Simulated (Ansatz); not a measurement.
# F3GaH4OSi: one species, many methods

The task here is to estimate one member of a computed series from the others.

Computed with Ansatz 0.2.0, Gaussian basis. Level: functionals in def2-TZVPP, the program's frozen cores in correlated methods.

Levels to be run: LDA (SPW92), PBE-D4, revPBE-D4, BLYP-D4, r2SCAN-D4, B97M-V, PBE0-D4, B3LYP-D4, r2SCANh-D4, r2SCAN0-D4, HSE06-D4, BHLYP-D4, CAM-B3LYP-D4, LC-ωPBE, ωB97X-V, ωB97M-V, B2PLYP, PBE-QIDH; CCSD(T)/def2-SVP; CCSD(T)/def2-TZVPP; MP2/def2-QZVPP; extrapolation to the limit; RPA on PBE.

## The geometry

An earlier PBE0-D4 in a triple-zeta def2 set relaxation fixed the geometry.

SMILES `[F][Ga-]([F])([F])[OH+][SiH3]`, 10 atoms, charge 0, spin multiplicity 1.

Atoms are counted from 1 here; the program's logs count them from 0.

Bond lengths: F1–Ga2 1.742 Å, Ga2–F3 1.758 Å, Ga2–F4 1.750 Å, Ga2–O5 2.011 Å, O5–Si6 1.714 Å, O5–H7 0.963 Å, Si6–H8 1.475 Å, Si6–H9 1.471 Å, Si6–H10 1.482 Å. Angles: F1–Ga2–F3 116.9°, F1–Ga2–F4 117.4°, F1–Ga2–O5 106.1°, F3–Ga2–F4 119.1°, F3–Ga2–O5 92.3°, F4–Ga2–O5 97.2°, Ga2–O5–Si6 121.4°, Ga2–O5–H7 112.5°, Si6–O5–H7 117.4°, O5–Si6–H8 109.7°, O5–Si6–H9 105.4°, O5–Si6–H10 104.2°, H8–Si6–H9 113.8°, H8–Si6–H10 110.8°, H9–Si6–H10 112.3°.

Coordinates:

```tsv
atom	x (Å)	y (Å)	z (Å)
F1	-1.8628	-2.1160	0.7119
Ga2	-0.3991	-1.6656	-0.1176
F3	1.0528	-1.5019	0.8605
F4	-0.2464	-2.1355	-1.7964
O5	-0.5172	0.3187	-0.4221
Si6	0.5334	1.4094	0.3800
H7	-0.7810	0.5390	-1.3216
H8	1.9215	1.1796	-0.0630
H9	0.3209	1.1729	1.8165
H10	0.0611	2.7480	-0.0453
```

The first run:

in.yaml

```yaml
crystal:
  periodic: [false, false, false]
  atoms:
    - {symbol: F, position_ang: [-1.862792, -2.116008, 0.711917]}
    - {symbol: Ga, position_ang: [-0.399143, -1.665593, -0.117582]}
    - {symbol: F, position_ang: [1.052794, -1.501885, 0.860469]}
    - {symbol: F, position_ang: [-0.246401, -2.135451, -1.796365]}
    - {symbol: O, position_ang: [-0.517173, 0.318747, -0.422072]}
    - {symbol: Si, position_ang: [0.533391, 1.409429, 0.379995]}
    - {symbol: H, position_ang: [-0.781023, 0.539019, -1.321555]}
    - {symbol: H, position_ang: [1.921451, 1.179616, -0.063017]}
    - {symbol: H, position_ang: [0.320906, 1.172906, 1.816473]}
    - {symbol: H, position_ang: [0.061092, 2.748021, -0.045262]}
basis:
  gaussian: {orbitals: def2-TZVPP}
hamiltonian: {xc: lda}
output: {orbitals: {seedname: orbitals}}
```

Launch:

```console
$ ansatz run in.yaml --threads 4 --pin off --events-out ev --progress --plain --max-ram 11315MiB
```

Steps of the session up to this table: LDA; PBE-D4 (GGA); revPBE-D4 (GGA); BLYP-D4 (GGA); r2SCAN-D4 (meta-GGA); B97M-V (meta-GGA); B3LYP-D4 (hybrid); r2SCANh-D4 (hybrid); r2SCAN0-D4 (hybrid); HSE06-D4 (hybrid); BHLYP-D4 (hybrid); CAM-B3LYP-D4 (range-separated); LC-ωPBE (range-separated); ωB97X-V (range-separated); ωB97M-V (range-separated); B2PLYP (double hybrid); PBE-QIDH (double hybrid).

One table of the session follows, with a row left open; its other results are not shown here.

It belongs to the step «Orbital energies across the functionals». 

```
  functional  HOMO (eV)  LUMO (eV)  gap (eV)
 LDA (SPW92)      -8.81      -2.61      6.20
      PBE-D4      -8.55      -2.32      6.23
   revPBE-D4      -8.45      -2.18      6.27
     BLYP-D4      -8.49      -2.25      6.24
   r2SCAN-D4      -9.04      -1.90      7.14
      B97M-V      -9.17      -2.18      7.00
     PBE0-D4     -10.34      -1.41      8.93
    B3LYP-D4     -10.12      -1.70      8.43
  r2SCANh-D4      -9.75      -1.59      8.16
  r2SCAN0-D4     -10.61      -1.15      9.46
    HSE06-D4      -9.93      -1.78      8.15
    BHLYP-D4     -11.80      -0.57     11.22
CAM-B3LYP-D4          ?          ?         ?
     LC-ωPBE     -13.17       0.83     14.00
     ωB97X-V     -12.83       0.65     13.48
     ωB97M-V     -12.65       0.32     12.97
```

Q: Estimate the row for CAM-B3LYP-D4 from the others.

**Answer.** HOMO (eV): -11.81; LUMO (eV): -0.47; gap (eV): 11.33. In the column «HOMO (eV)» it lies between ωB97M-V (-12.65) and BHLYP-D4 (-11.80).
